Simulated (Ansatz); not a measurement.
**CH3F3Sn: basis-set convergence**

How large a basis does CH3F3Sn need? Two functionals are run in growing sets.

Method: one geometry, several basis sets; program: Ansatz 0.2.0, Gaussian basis.

Levels to be run: PBE0-D4/def2-SVP; ωB97M-V/def2-SVP; PBE0-D4/def2-QZVPP; ωB97M-V/def2-QZVPP; the functionals' def2-TZVPP values are taken from earlier runs.

### 1 Structure used throughout

All runs share one geometry, relaxed beforehand with PBE0-D4 in a triple-zeta def2 set. Sn takes the def2 core potential; no spin-orbit term is included.

SMILES `[CH3][Sn]([F])([F])[F]`, 8 atoms, charge 0, spin multiplicity 1.

Atoms are counted from 1 here; the program's logs count them from 0.

Bond lengths: C1–Sn2 2.102 Å, C1–H6 1.088 Å, C1–H7 1.089 Å, C1–H8 1.088 Å, Sn2–F3 1.898 Å, Sn2–F4 1.898 Å, Sn2–F5 1.898 Å. Angles: Sn2–C1–H6 108.5°, Sn2–C1–H7 108.5°, Sn2–C1–H8 108.4°, H6–C1–H7 110.4°, H6–C1–H8 110.4°, H7–C1–H8 110.4°, C1–Sn2–F3 114.2°, C1–Sn2–F4 114.3°, C1–Sn2–F5 114.2°, F3–Sn2–F4 104.3°, F3–Sn2–F5 104.3°, F4–Sn2–F5 104.3°.

Geometry (Å):

```
C    -1.0343   -0.0746    0.6053
Sn    0.7770    0.0421   -0.4556
F     2.0902   -1.2070    0.1081
F     0.6098   -0.2624   -2.3216
F     1.6450    1.7255   -0.3302
H    -1.4556   -1.0679    0.4617
H    -0.8294    0.1024    1.6596
H    -1.7104    0.6849    0.2169
```

### 2 PBE0-D4 in def2-SVP

File in.yaml:

```yaml
crystal:
  periodic: [false, false, false]
  atoms:
    - {symbol: C, position_ang: [-1.034332, -0.074613, 0.605297]}
    - {symbol: Sn, position_ang: [0.777018, 0.042149, -0.455588]}
    - {symbol: F, position_ang: [2.090209, -1.207033, 0.108124]}
    - {symbol: F, position_ang: [0.609756, -0.262371, -2.321597]}
    - {symbol: F, position_ang: [1.645017, 1.725511, -0.330236]}
    - {symbol: H, position_ang: [-1.455638, -1.067907, 0.461689]}
    - {symbol: H, position_ang: [-0.829402, 0.102402, 1.659577]}
    - {symbol: H, position_ang: [-1.710428, 0.684861, 0.216934]}
basis:
  gaussian: {orbitals: def2-SVP}
hamiltonian: {xc: pbe0, dispersion: d4}
output: {orbitals: {seedname: orbitals}}
```

The runs that follow: ωB97M-V in def2-SVP; PBE0-D4 in def2-QZVPP; ωB97M-V in def2-QZVPP.

Before running them: what should the planned runs give, taken together? Wanted: PBE0-D4: double and triple zeta above quadruple; ωB97M-V: double and triple zeta above quadruple.

The runs gave:

| quantity | value |
| --- | --- |
| PBE0-D4: double and triple zeta above quadruple | 12.91, 0.64 eV |
| ωB97M-V: double and triple zeta above quadruple | 13.18, 0.61 eV |

PBE0-D4 gains 12.27 eV from double to triple zeta, then 0.64 eV more. Total energies overstate the basis error of differences, where much of it tends to cancel.
